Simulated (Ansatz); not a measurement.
# C2H6BF: the cost of one run

All numbers are computed with Ansatz 0.2.0, driven from Python. The levels of theory stand in the script.

## 1. The structure

Bond lengths: C1–C2 1.465 Å, C2–B3 1.574 Å, B3–F4 1.427 Å, C1–H5 1.139 Å, C1–H6 1.164 Å, C1–H7 1.137 Å, C2–H8 1.068 Å, C2–H9 1.158 Å, B3–H10 1.229 Å. Angles (14 of 15 angles, heavy atoms first): C1–C2–B3 109.4°, C2–B3–F4 125.3°, C1–C2–H8 111.3°, C1–C2–H9 109.7°, B3–C2–H8 107.7°, B3–C2–H9 110.2°, C2–C1–H5 113.9°, C2–C1–H6 111.0°, C2–C1–H7 113.4°, C2–B3–H10 118.4°, F4–B3–H10 116.2°, H8–C2–H9 108.6°, H5–C1–H6 104.9°, H5–C1–H7 108.3°.

The script holds or builds the structure itself.

## 2. The script

run_methods.py reads:

```python
"""C2H6BF at several levels of theory."""

import ansatz as az

geometry_ang = [
    ("C", [-0.7671, 0.7743, -0.2406]),
    ("C", [-0.1226, -0.2616, 0.5698]),
    ("B", [1.1487, -0.7999, -0.186]),
    ("F", [1.1398, -1.443, -1.4599]),
    ("H", [-1.1416, 0.4038, -1.2505]),
    ("H", [-1.7118, 1.1957, 0.2938]),
    ("H", [-0.1083, 1.684, -0.4169]),
    ("H", [-0.778, -1.0886, 0.7339]),
    ("H", [0.1801, 0.1793, 1.5973]),
    ("H", [2.2438, -0.6951, 0.3621]),
]
c2h6bf = az.Crystal.molecule()
for symbol, xyz in geometry_ang:
    c2h6bf = c2h6bf.atom(symbol, xyz)

base = c2h6bf.calculation().basis(gaussian="cc-pVDZ")

methods = ["mp2", "ccsd", "ccsd_t"]
reports = [base.correlation(m).run(threads=1).report for m in methods]
print(f"Hartree-Fock reference {reports[0]['reference_energy_ev'] / 27.211386246:.6f} Ha")
best = reports[-1]["free_energy_ev"] - reports[-1]["reference_energy_ev"]
for method, each in zip(methods, reports):
    gained = each["free_energy_ev"] - each["reference_energy_ev"]
    print(f"{method:8s} total {each['free_energy_ev'] / 27.211386246:.6f} Ha  correlation {gained:9.4f} eV  ({100 * gained / best:.1f} % of the last)")
```

## 3. The input behind the calls

The package turns the script's settings into the engine's input (first run):

```yaml
crystal:
  periodic: [false, false, false]
  atoms:
    - { symbol: C, position_ang: [-0.7671, 0.7743, -0.2406] }
    - { symbol: C, position_ang: [-0.1226, -0.2616, 0.5698] }
    - { symbol: B, position_ang: [1.1487, -0.7999, -0.186] }
    - { symbol: F, position_ang: [1.1398, -1.443, -1.4599] }
    - { symbol: H, position_ang: [-1.1416, 0.4038, -1.2505] }
    - { symbol: H, position_ang: [-1.7118, 1.1957, 0.2938] }
    - { symbol: H, position_ang: [-0.1083, 1.684, -0.4169] }
    - { symbol: H, position_ang: [-0.778, -1.0886, 0.7339] }
    - { symbol: H, position_ang: [0.1801, 0.1793, 1.5973] }
    - { symbol: H, position_ang: [2.2438, -0.6951, 0.3621] }
basis:
  gaussian:
    orbitals: cc-pVDZ
correlation:
  method: mp2
```

## 4. Launch

Run with:

```console
python run_methods.py
```

Q: Estimate wall time and peak memory on 1 thread of Arm Neoverse V1, shared host.

About 12 s, with a peak of 0.35 GiB.
